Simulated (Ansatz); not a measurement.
# Si₃GeH₁₀: small, medium and large basis sets

The task here is to estimate one member of a computed series from the others.

Computed with Ansatz 0.2.0, Gaussian basis. Level: one geometry, several basis sets.

Plan: PBE0-D4/def2-SVP; ωB97M-V/def2-SVP; PBE0-D4/def2-QZVPP; ωB97M-V/def2-QZVPP; the functionals' def2-TZVPP values are taken from earlier runs.

## The relaxed structure

The geometry comes from an earlier relaxation with PBE0-D4 in a triple-zeta def2 set; it is a stationary point, not always the lowest conformer.

SMILES `[SiH3][SiH2][SiH2][GeH3]`, 14 atoms, charge 0, spin multiplicity 1.

Atoms are counted from 1 here; the program's logs count them from 0.

Bond lengths: Si1–Si2 2.338 Å, Si1–H5 1.488 Å, Si1–H6 1.488 Å, Si1–H7 1.488 Å, Si2–Si3 2.337 Å, Si2–H8 1.490 Å, Si2–H9 1.490 Å, Si3–Ge4 2.381 Å, Si3–H10 1.490 Å, Si3–H11 1.490 Å, Ge4–H12 1.538 Å, Ge4–H13 1.538 Å, Ge4–H14 1.538 Å. Angles: Si2–Si1–H5 109.9°, Si2–Si1–H6 111.3°, Si2–Si1–H7 109.5°, H5–Si1–H6 108.8°, H5–Si1–H7 108.5°, H6–Si1–H7 108.7°, Si1–Si2–Si3 109.6°, Si1–Si2–H8 110.1°, Si1–Si2–H9 109.2°, Si3–Si2–H8 110.8°, Si3–Si2–H9 108.9°, H8–Si2–H9 108.2°, Si2–Si3–Ge4 109.8°, Si2–Si3–H10 109.4°, Si2–Si3–H11 110.8°, Ge4–Si3–H10 109.0°, Ge4–Si3–H11 109.6°, H10–Si3–H11 108.2° and more.

Set-up of the first run:

The input, in.yaml:

```yaml
crystal:
  periodic: [false, false, false]
  atoms:
    - {symbol: Si, position_ang: [-0.181312, 2.338641, 0.254410]}
    - {symbol: Si, position_ang: [0.579839, 0.481967, 1.454811]}
    - {symbol: Si, position_ang: [-0.391562, -1.461196, 0.593998]}
    - {symbol: Ge, position_ang: [0.039000, -1.609903, -1.742543]}
    - {symbol: H, position_ang: [-1.664800, 2.420455, 0.334402]}
    - {symbol: H, position_ang: [0.397364, 3.601186, 0.787498]}
    - {symbol: H, position_ang: [0.207859, 2.200443, -1.174898]}
    - {symbol: H, position_ang: [0.254384, 0.639236, 2.900480]}
    - {symbol: H, position_ang: [2.060544, 0.383293, 1.317943]}
    - {symbol: H, position_ang: [-1.864387, -1.417828, 0.813041]}
    - {symbol: H, position_ang: [0.145888, -2.670080, 1.278720]}
    - {symbol: H, position_ang: [-0.651811, -0.451307, -2.481128]}
    - {symbol: H, position_ang: [-0.481347, -2.935888, -2.322638]}
    - {symbol: H, position_ang: [1.550340, -1.519029, -2.014076]}
basis:
  gaussian: {orbitals: def2-SVP}
hamiltonian: {xc: pbe0, dispersion: d4}
output: {orbitals: {seedname: orbitals}}
```

Launch:

```sh
ansatz run in.yaml --threads 8 --pin off --events-out ev --progress --plain --max-ram 18278MiB
```

Among the steps run: PBE0-D4 in def2-SVP; ωB97M-V in def2-SVP; PBE0-D4 in def2-QZVPP; ωB97M-V in def2-QZVPP.

One of the session's tables, all rows but one given; the rest of the session is left out.

It belongs to the step «Density functionals: the series». 

| functional | basis | HOMO (eV) | LUMO (eV) |
| --- | --- | --- | --- |
| PBE0-D4 | def2-SVP | -7.96 | -0.15 |
| PBE0-D4 | def2-TZVPP | ? | ? |
| PBE0-D4 | def2-QZVPP | -7.89 | -0.41 |
| ωB97M-V | def2-SVP | -9.87 | 1.68 |
| ωB97M-V | def2-TZVPP | -9.84 | 1.37 |
| ωB97M-V | def2-QZVPP | -9.84 | 1.10 |

Q: Estimate the row for PBE0-D4, def2-TZVPP from the others.

As computed: HOMO (eV): -7.90; LUMO (eV): -0.34. In the column «HOMO (eV)» it lies between PBE0-D4, def2-SVP (-7.96) and PBE0-D4, def2-QZVPP (-7.89).
